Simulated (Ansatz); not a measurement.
**InF3 (SMILES [F][In]([F])[F]) at HF/def2-SVPD (core potential)**

Aim: the vertical electron affinity of InF3 at HF/def2-SVPD (core potential), from 2 runs. 

The results are computed with Ansatz 0.2.0.

27 further runs of the same task are left out: 27 set aside as unsound or not needed. Runs told in other sessions of the task aren't counted.

## (1) The system as given

InF3: 4 atoms, total charge 0, spin state singlet. As SMILES, `[F][In]([F])[F]`. The coordinates come from a PBE0-D4/def2-TZVP relaxation.

Bond lengths: F1–In2 1.918 Å, In2–F3 1.918 Å, In2–F4 1.918 Å. Angles: F1–In2–F3 120.0°, F1–In2–F4 120.0°, F3–In2–F4 120.0°.

## (2) A single-point energy at HF/def2-SVPD (core potential)

input.yaml reads:

```yaml
crystal:
  periodic: [false, false, false]
  atoms:
    - {symbol: F, position_ang: [-1.305700, -0.375500, 1.339800]}
    - {symbol: In, position_ang: [0.013900, -0.015100, -0.005100]}
    - {symbol: F, position_ang: [1.768100, -0.777100, 0.143700]}
    - {symbol: F, position_ang: [-0.421000, 1.107400, -1.498700]}
basis:
  gaussian: {orbitals: def2-SVPD}
magnetization: {spin_polarized: false, initial_magnetization: 0}
hamiltonian: {xc: hf}
accuracy: high
output: {orbitals: {seedname: orbitals}}
```

Launch:

```sh
$ ansatz run input.yaml --threads 1 --pin off --max-ram 2610MiB --events-out events.jsonl --progress --plain --runs-dir runs
```

Standard output:

```text
Warning: RAYON_NUM_THREADS=1 ignored (pool sized by the plan → 1); use --threads N
Functional definition: HF
  name "HF"
  exchange = exact_x
  correlation = 0
2116 factors; integrals over basis functions are off by at most 1.3e-8 eV
mean field evaluation 1: about -13257.8139 eV, gradient 5.0e1 eV
mean field evaluation 2: about -13257.9113 eV, gradient 5.0e1 eV
mean field evaluation 4: about -13262.0769 eV, gradient 1.5e0 eV
mean field evaluation 8: about -13262.1009 eV, gradient 8.9e-2 eV
mean field evaluation 16: about -13262.1009 eV, gradient 1.6e-8 eV
mean field -13262.10088149 eV, -487.3732180199 hartree, gradient 1.6e-8 eV, S^2 0.000000; 0 other end points of the search recorded, 0 dependent functions left out
reference -13262.10088149 eV, -487.3732180199 hartree; 24, 24 occupied and 77, 77 virtual orbitals, 2116 factors
Total energy: -13262.10088149 eV, -487.3732180199 hartree
```

Run time: 4.8 s. Hardware: 1 thread of Arm Neoverse V1, shared host; peak memory 0.3 GiB.

## (3) The doublet anion

molecule.yaml reads:

```yaml
crystal:
  periodic: [false, false, false]
  atoms:
    - {symbol: F, position_ang: [-1.305700, -0.375500, 1.339800]}
    - {symbol: In, position_ang: [0.013900, -0.015100, -0.005100]}
    - {symbol: F, position_ang: [1.768100, -0.777100, 0.143700]}
    - {symbol: F, position_ang: [-0.421000, 1.107400, -1.498700]}
basis:
  gaussian:
    orbitals: def2-SVPD
accuracy: high
total_charge: -1
hamiltonian:
  xc: hf
magnetization:
  spin_polarized: true
  initial_magnetization: 1
output:
  orbitals: {seedname: orbitals}
```

Launch:

```sh
$ ansatz run molecule.yaml --threads 1 --pin off --max-ram 2610MiB --events-out events.jsonl --progress --plain --runs-dir runs
```

Standard output:

```text
Warning: RAYON_NUM_THREADS=1 ignored (pool sized by the plan → 1); use --threads N
[... 4 set-up lines as earlier in the session ...]
2116 factors; integrals over basis functions are off by at most 1.3e-8 eV
mean field evaluation 1: about -13261.6623 eV, gradient 1.5e1 eV
mean field evaluation 2: about -13261.6843 eV, gradient 1.5e1 eV
mean field evaluation 4: about -13262.6880 eV, gradient 1.5e0 eV
mean field evaluation 8: about -13262.7205 eV, gradient 1.4e-1 eV
mean field evaluation 16: about -13259.2482 eV, gradient 1.8e1 eV
mean field evaluation 32: about -13262.3711 eV, gradient 1.7e0 eV
mean field -13262.72089285 eV, -487.3960030171 hartree, gradient 2.3e-8 eV, S^2 0.753750; 0 other end points of the search recorded, 0 dependent functions left out
reference -13262.72089285 eV, -487.3960030171 hartree; 25, 24 occupied and 76, 77 virtual orbitals, 2116 factors
Total energy: -13262.72089285 eV, -487.3960030171 hartree
```

Wall time 8.4 s (1 thread of Arm Neoverse V1, shared host); peak memory 0.39 GiB.

## (4) Outcome

Level: HF/def2-SVPD (core potential).

```
                                         quantity          value
                       singlet InF3: total energy  -487.37322 Eh
                        singlet InF3: HOMO energy      -16.41 eV
                        singlet InF3: LUMO energy       -0.35 eV
                      singlet InF3: HOMO–LUMO gap       16.06 eV
                      doublet anion: total energy  -487.39600 Eh
doublet anion: HOMO energy (highest over α and β)       -0.94 eV
 doublet anion: LUMO energy (lowest over α and β)        4.60 eV
                              doublet anion: ⟨S²⟩          0.754
vertical electron affinity (to the doublet anion)       0.620 eV
```

What this shows: At fixed nuclei the extra electron is bound by 0.62 eV (14.3 kcal/mol).
